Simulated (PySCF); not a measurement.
# InHCl (SMILES [Cl][InH]): a chain of runs

Aim: a series of 18 runs (UPBE0-D4/def2-TZVP, UMP2/def2-TZVPP, URI-MP2/def2-QZVPP, UPBE-D4/def2-TZVPP, U-r2SCAN-D4/def2-TZVPP, UB3LYP-D4/def2-TZVPP, UPBE0-D4/def2-TZVPP, U-wB97M-V/def2-TZVPP, and more) of ClHIn. 

Program for the calculation: PySCF 2.14.0.

1 further run of the same task is left out (for a faulty analytic Hessian).

**1. The molecule**

The species is InHCl (3 atoms), meant as a doublet with charge 0. SMILES: `[Cl][InH]`. All atoms were displaced at random from a relaxed shape. The run starts from this shape.

Bond lengths: Cl1–In2 2.320 Å, In2–H3 1.837 Å. Angles: Cl1–In2–H3 115.9°.

**2. A structure relaxation at UPBE0-D4/def2-TZVP (density fitting with def2-universal-jkfit, core potential) (run 1)**

Contents of input.xyz:

```xyz
3
ClHIn
Cl    -1.658890     0.399906    -0.829190
In     0.360665     0.555581     0.302086
H      1.269008    -1.022823     0.540906
```

Contents of calc.py:

```python
# [Cl][InH]
from pyscf import gto, dft
from pyscf.geomopt.geometric_solver import kernel as optimise

molecule = gto.Mole()
molecule.atom = 'input.xyz'
molecule.ecp = {'In': 'def2-svp'}
molecule.max_memory = 1860
molecule.verbose = 3
molecule.spin = 1
molecule.basis = 'def2-tzvp'
molecule.charge = 0
molecule.build()

calc0 = dft.UKS(molecule)
calc0.xc = 'pbe0'
calc0 = calc0.density_fit(auxbasis='def2-universal-jkfit')
calc0.max_cycle = 100
calc0.conv_tol = 1e-09
calc0.disp = 'd4'
calc0.grids.level = 4
converged, mol_eq = optimise(calc0, maxsteps=100)
print('converged:', converged)
print(mol_eq.tostring())

calc0.reset(mol_eq)
molecule = mol_eq
calc0.kernel()
e_final = calc0.e_tot
print(f'total energy: {e_final:.8f} hartree')
```

Command:

```sh
$ OMP_NUM_THREADS=1 python calc.py
```

The program printed:

```text
maxiter                   100
----------------------------------------------------------
Custom engine selected.
Bonds will be generated from interatomic distances less than 1.20 times sum of covalent radii
9 internal coordinates being used (instead of 9 Cartesians)
Internal coordinate system (atoms numbered from 1):
Distance 1-2
Distance 2-3
Angle 1-2-3
Translation-X 1-3
Translation-Y 1-3
Translation-Z 1-3
Rotation-A 1-3
Rotation-B 1-3
Rotation-C 1-3
> ===== Optimization Info: ====
> Job type: Energy minimization
> Maximum number of optimization cycles: 100
> Initial / maximum trust radius (Angstrom): 0.100 / 0.300
> Convergence Criteria:
> Will converge when all 5 criteria are reached:
>  |Delta-E| < 1.00e-06
>  RMS-Grad  < 3.00e-04
>  Max-Grad  < 4.50e-04
>  RMS-Disp  < 1.20e-03
>  Max-Disp  < 1.80e-03
> === End Optimization Info ===

[... 7 lines left out ...]
WARN: Mole.unit (angstrom) is changed to Bohr
[... 1 line left out ...]
WARN: HOMO -0.561166927026275 >= LUMO -0.561166927026272
[... 1 line left out ...]
converged SCF energy = -650.813899570831  <S^2> = 0.75798516  2S+1 = 2.0079693
[... 7 lines left out ...]
Step    0 : Gradient = 1.310e-02/1.743e-02 (rms/max) Energy = -650.8138995708
[... 8 lines left out ...]
converged SCF energy = -650.814955711515  <S^2> = 0.75667991  2S+1 = 2.0066688
[... 16 lines left out ...]
converged SCF energy = -650.814959463399  <S^2> = 0.7567126  2S+1 = 2.0067014
[... 16 lines left out ...]
converged SCF energy = -650.814960128847  <S^2> = 0.75672245  2S+1 = 2.0067112
[... 10 lines left out ...]
Geometry optimization cycle 5
Cartesian coordinates (Angstrom)
 Atom        New coordinates             dX        dY        dZ
  Cl  -1.668645   0.391118  -0.835579    0.000519 -0.001192  0.000193
  In   0.391740   0.538275   0.316398    0.000232  0.000553  0.000254
   H   1.248423  -0.998580   0.533542   -0.000512  0.000067 -0.000285
converged SCF energy = -650.814960174021  <S^2> = 0.75672406  2S+1 = 2.0067128
--------------- DFUKS_Scanner gradients ---------------
         x                y                z
0 Cl    -0.0000374412     0.0000132538    -0.0000200446
1 In     0.0000329745     0.0000032635     0.0000169836
2 H    -0.0000011185    -0.0000044261    -0.0000003818
----------------------------------------------
cycle 5: E = -650.814960174  dE = -4.51738e-08  norm(grad) = 5.81953e-05
Step    4 : Displace = 8.155e-04/9.075e-04 (rms/max) Trust = 2.828e-01 (+) Grad = 3.360e-05/4.449e-05 (rms/max) E (change) = -650.8149601740 (-4.517e-08) Quality = 0.504
Hessian Eigenvalues: 4.54837e-02 5.00000e-02 5.00000e-02 ... 7.84711e-02 8.11968e-02 1.65537e-01
Converged! =D

converged: True
Cl         -1.66864518        0.39111809       -0.83557857
In          0.39174042        0.53827462        0.31639766
H           1.24842295       -0.99858007        0.53354189

WARN: HOMO -0.565587503576936 >= LUMO -0.565587503576933

converged SCF energy = -650.814960174074  <S^2> = 0.75672388  2S+1 = 2.0067126
total energy: -650.81496017 hartree
```

Wall time 2 min (1 thread of Arm Neoverse V1, shared host); peak memory 0.89 GiB.

Steps, from the record of the run:

```csv
step,energy from the first frame kept (eV),largest force (eV/Å)
0,0.0000,0.8960
1,-0.0287,0.0435
2,-0.0288,0.0115
3,-0.0289,0.0041
4,-0.0289,0.0023
```

After the run. Bond lengths: Cl1–In2 2.365 Å, In2–H3 1.773 Å. Angles: Cl1–In2–H3 115.3°.

**3. A single-point energy at UMP2/def2-TZVPP (core potential) (run 3)**

Contents of mol.xyz:

```xyz
3

Cl    -1.668645     0.391118    -0.835579
In     0.391740     0.538275     0.316398
H      1.248423    -0.998580     0.533542
```

Contents of job.py:

```python
from pyscf import gto, mp

mol = gto.M(
    atom='mol.xyz',
    ecp={'In': 'def2-svp'},
    verbose=3,
    spin=1,
    max_memory=1860,
    charge=0,
    basis='def2-tzvpp',
)

mf = mol.UHF()
mf.conv_tol = 1e-10
mf.kernel()
if not mf.converged:
    mf = mf.newton().run(mf.mo_coeff, mf.mo_occ)

pt = mp.MP2(mf, frozen=9).run()
e_tot = pt.e_tot
print(f'total energy: {e_tot:.8f} hartree')
```

Command:

```sh
$ OMP_NUM_THREADS=1 python job.py
```

The program printed:

```text
converged SCF energy = -649.337443217139  <S^2> = 0.76825381  2S+1 = 2.0181713
E(UMP2) = -649.789386469767  E_corr = -0.45194325262724
E(SCS-UMP2) = -649.760379556213  E_corr = -0.422936339073416
total energy: -649.78938647 hartree
```

Run time: 8.1 s. Hardware: 1 thread of Arm Neoverse V1, shared host; peak memory 0.29 GiB.

Runs 4 to 16 aren't shown in full; the table further down has their settings and results.

**4. The singlet cation: the energy at B3LYP-D4/def2-TZVPP (core potential) (run 17)**

Contents of run.py:

```python
from pyscf import gto, dft

mol = gto.M(
    atom='''
Cl    -3.153282     0.739106    -1.579015
In     0.740281     1.017192     0.597906
H      2.359178    -1.887043     1.008248
''',
    max_memory=1860,
    charge=1,
    unit='bohr',
    ecp={'In': 'def2-svp'},
    verbose=3,
    basis='def2-tzvpp',
)

calc0 = dft.RKS(mol)
calc0.xc = 'b3lyp'
calc0.disp = 'd4'
calc0.grids.level = 5
calc0.conv_tol = 1e-10
calc0.kernel()
if not calc0.converged:
    calc0 = calc0.newton().run(calc0.mo_coeff, calc0.mo_occ)

e_final = calc0.e_tot
print('E = %.10f Eh' % e_final)
```

Command:

```sh
$ OMP_NUM_THREADS=1 python run.py
```

The program printed:

```text
converged SCF energy = -650.741024149597
E = -650.7410241496 Eh
```

It took 15 s on 1 thread of Arm Neoverse V1, shared host; peak memory 0.53 GiB.

Run 18 isn't shown in full; the table further down has it.

**5. The singlet cation: the energy at wB97M-V/def2-TZVPP (core potential) (run 19)**

Contents of calc.py:

```python
from pyscf import gto, dft

mol = gto.Mole()
mol.atom = '''
Cl    -3.153282     0.739106    -1.579015
In     0.740281     1.017192     0.597906
H      2.359178    -1.887043     1.008248
'''
mol.basis = 'def2-tzvpp'
mol.unit = 'bohr'
mol.verbose = 3
mol.ecp = {'In': 'def2-svp'}
mol.charge = 1
mol.max_memory = 1860
mol.build()

mf = dft.RKS(mol)
mf.xc = 'wb97m-v'
mf.nlcgrids.level = 1
mf.grids.level = 5
mf.conv_tol = 1e-10
mf.kernel()
if not mf.converged:
    mf = mf.newton().run(mf.mo_coeff, mf.mo_occ)

e_final = mf.e_tot
print('E(%s) = %.9f' % ('WB97M-V', e_final))
```

Command:

```sh
$ OMP_NUM_THREADS=1 python calc.py
```

The program printed:

```text
converged SCF energy = -650.574647150733
E(WB97M-V) = -650.574647151
```

It took 73 s on 1 thread of Arm Neoverse V1, shared host; peak memory 0.57 GiB.

**6. The series**

```csv
run,level,task,integral approximation,partner,energy (Eh),dipole moment (D) of the reference,HOMO energy (eV),LUMO energy (eV),wall time
1,"UPBE0-D4/def2-TZVP (density fitting with def2-universal-jkfit, core potential)",optimise,def2-universal-jkfit,base,-650.814960,2.84,-6.32,-3.43,2 min
3,UMP2/def2-TZVPP (core potential),energy,none,base,-649.789386,3.12,-8.77,-0.08,8.1 s
4,"URI-MP2/def2-QZVPP (density fitting with def2-universal-jkfit, core potential)",energy,def2-universal-jkfit,base,-650.011071,3.11,-8.78,-0.16,13 s
5,UPBE-D4/def2-TZVPP (core potential),energy,none,base,-650.780036,2.60,-5.31,-4.27,40 s
6,U-r2SCAN-D4/def2-TZVPP (core potential),energy,none,base,-651.008242,2.77,-5.70,-3.91,70 s
7,UB3LYP-D4/def2-TZVPP (core potential),energy,none,base,-651.055054,2.79,-6.13,-3.83,42 s
8,UPBE0-D4/def2-TZVPP (core potential),energy,none,base,-650.815103,2.84,-6.32,-3.43,30 s
9,U-wB97M-V/def2-TZVPP (core potential),energy,none,base,-650.885106,2.85,-8.30,-1.82,93 s
10,UB2PLYP/def2-TZVPP (core potential),energy,none,base,-650.619948,2.99,-7.18,-2.34,36 s
11,USVWN5/def2-TZVPP (core potential),energy,none,base,-649.160103,2.61,-5.40,-4.57,14 s
12,UM06-2X/def2-TZVPP (core potential),energy,none,base,-650.880630,2.97,-7.36,-3.26,56 s
13,UHF/STO-3G,energy,none,base,-6138.075436,4.17,-5.65,4.42,0.81 s
14,CCSD(T)/def2-TZVPP (core potential),energy,none,cation,-649.516636,–,-17.43,-7.54,67 s
15,MP2/def2-TZVPP (core potential),energy,none,cation,-649.479938,–,-17.43,-7.54,3.6 s
16,PBE-D4/def2-TZVPP (core potential),energy,none,cation,-650.473589,–,-13.24,-11.35,13 s
17,B3LYP-D4/def2-TZVPP (core potential),energy,none,cation,-650.741024,–,-14.27,-10.92,15 s
18,PBE0-D4/def2-TZVPP (core potential),energy,none,cation,-650.503412,–,-14.46,-10.59,18 s
19,wB97M-V/def2-TZVPP (core potential),energy,none,cation,-650.574647,–,-16.67,-8.64,73 s
```

**7. What came out**

| quantity | value |
| --- | --- |
| singlet cation, run 19: total energy | -650.57465 Eh |
| singlet cation, run 19: HOMO energy | -16.67 eV |
| singlet cation, run 19: LUMO energy | -8.64 eV |
| singlet cation, run 19: HOMO–LUMO gap | 8.02 eV |
| vertical ionisation energy (to the singlet cation), UMP2/def2-TZVPP | 8.421 eV |
| vertical ionisation energy (to the singlet cation), UPBE-D4/def2-TZVPP | 8.339 eV |
| vertical ionisation energy (to the singlet cation), UB3LYP-D4/def2-TZVPP | 8.545 eV |
| vertical ionisation energy (to the singlet cation), UPBE0-D4/def2-TZVPP | 8.482 eV |
| vertical ionisation energy (to the singlet cation), U-wB97M-V/def2-TZVPP | 8.448 eV |

In words: At UMP2/def2-TZVPP: removing an electron at fixed nuclei costs 8.42 eV (194 kcal/mol). Only the singlet of the ionised species was computed; a triplet could lie lower. At UPBE-D4/def2-TZVPP: removing an electron at fixed nuclei costs 8.34 eV (192 kcal/mol). At UB3LYP-D4/def2-TZVPP: the vertical ionisation energy comes to 8.55 eV (197 kcal/mol). At UPBE0-D4/def2-TZVPP: the vertical ionisation energy comes to 8.48 eV (196 kcal/mol). At U-wB97M-V/def2-TZVPP: the vertical ionisation energy comes to 8.45 eV (815 kJ/mol). Over runs 16, 17, 18, 19 the HOMO–LUMO gap runs from 1.89 eV (PBE-D4/def2-TZVPP) to 8.02 eV (wB97M-V/def2-TZVPP). Totals of different functionals can't be ranked against each other. Some runs of one species differ in core potentials or relativity; totals across that change don't compare. In run 13 the basis is minimal, so the values are rough. In run 13 relativity is left out where basis or elements ask for it. All runs together took 12 min, the longest 2 min.
